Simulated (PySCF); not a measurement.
# CdO: the cost of one run

Method: relaxation, wb97x, def2-tzvpp, and further levels as typed in the inputs, in PySCF 2.14.0.

**1. Starting point**

Bond lengths: Cd1–O2 2.050 Å.

Structure file:

```xyz
2

Cd    0.0000    0.0000    0.0000
O     0.0000    0.0000    2.0500
```

**2. Relaxation: CdO**

File run.py:

```python
from pyscf import gto, dft
from pyscf.geomopt.geometric_solver import optimize
mol = gto.M(atom="mol.xyz", basis="def2-tzvpp", spin=2, verbose=4)
mol.set(ecp='def2-tzvpp').build()
mf = dft.UKS(mol, xc="wb97x").density_fit().run(conv_tol=1e-9)
m = optimize(mf, maxsteps=60)
print("optimised structure (A):")
for k in range(m.natm): print(m.atom_symbol(k), *(f"{x:.8f}" for x in m.atom_coords(unit="A")[k]))
```

Launch:

```
$ python run.py
```

**Question.** How long does this run take on 4 threads of Intel Xeon at 2.50GHz (Skylake/Cascade Lake), shared host?

About 26 s.
